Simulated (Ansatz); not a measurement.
# AsF₂ (doublet): from Hartree-Fock to the top rungs, cc-pVDZ

An exercise on one series of results from a longer session: the logs are not shown, and one member is left open.

Program: Ansatz 0.2.0, Gaussian basis. Level of theory: cc-pVDZ, core rule «outside noble gas», up to 16 orbitals frozen. These are calculated values, not measurements.

To be run: UHF; CCSD(T) on ROHF; CCSD(T) on UHF; BCCD(T) on ROHF; CISD; CCSDT(Q) on ROHF; CCSDT(Q) on UHF; CASSCF and MRCISD+Q, 15 electrons in 10 orbitals; CASSCF and NEVPT4(SD), 15 electrons in 10 orbitals; CASSCF and NEVPT2, 15 electrons in 10 orbitals.

27 further runs of the same task are left out: 2 for a known fault of the program, 13 that didn't finish, 12 set aside as unsound or not needed.

### The system

The geometry is a PBE0/def2-TZVP stationary point (not a proven minimum) of the parent state, kept for this charge and spin. No spin-orbit coupling is included. The filled d shell of As may be among the frozen orbitals whatever the setting's name suggests; the logs give the count.

3 atoms, charge 0, spin multiplicity 2.

Atoms are counted from 1 here; the program's logs count them from 0.

Bond lengths: As1–F2 1.800 Å, As1–F3 1.800 Å. Angles: F2–As1–F3 180.0°.

Set-up of the first run:

File in.yaml:

```yaml
crystal:
  periodic: [false, false, false]
  atoms:
    - {symbol: As, position_ang: [0.000000, 0.000000, 0.000000]}
    - {symbol: F, position_ang: [0.000000, 0.000000, -1.800000]}
    - {symbol: F, position_ang: [0.000000, 0.000000, 1.800000]}
basis:
  gaussian: {orbitals: cc-pVDZ}
magnetization: {spin_polarized: true, initial_magnetization: 1}
hamiltonian: {xc: hf}
output: {orbitals: {seedname: orbitals}}
```

Run with:

```console
ansatz run in.yaml --threads 1 --pin off --events-out ev --progress --plain --max-ram 2393MiB
```

Among the steps run: UHF; CCSD(T) on ROHF; CCSD(T) on UHF; BCCD(T) on ROHF; CISD; CCSDT(Q) on ROHF; CCSDT(Q) on UHF; CASSCF and MRCISD+Q, 15 electrons in 10 orbitals; CASSCF and NEVPT4(SD), 15 electrons in 10 orbitals; CASSCF and NEVPT2, 15 electrons in 10 orbitals.

One table of the session follows, with a row left open; its other results are not shown here.

```
            method  from RCCSDT(Q) (kJ/mol)
              ROHF                        ?
               UHF                  +1322.7
              RMP2                    +66.3
              UMP2                    +66.9
             RCCSD                    +41.6
             UCCSD                    +41.1
          RCCSD(T)                     +5.7
          UCCSD(T)                     +5.5
           BCCD(T)                     +4.1
            RCCSDT                     +3.3
            UCCSDT                     +3.1
         RCCSDT(Q)                        0
         UCCSDT(Q)                     -2.2
    CASSCF valence                  +1169.0
    NEVPT2 valence                   +106.8
NEVPT4(SD) valence                    +11.6
    MRCISD valence                   +114.1
  MRCISD+Q valence                    +18.3
```

Estimate the missing values for ROHF.

The run gave: from RCCSDT(Q) (kJ/mol): +1333.7. In the column «from RCCSDT(Q) (kJ/mol)» it is the highest.

Not comparable, so not listed: CISD (they don't share determinant, frozen orbitals or solution with the rows shown, or repeat one).

Caveats from the session: Restricted and unrestricted rows rest on different reference determinants; where their highest levels disagree by more than a few hundredths of an eV, they describe different states and don't form one ladder.
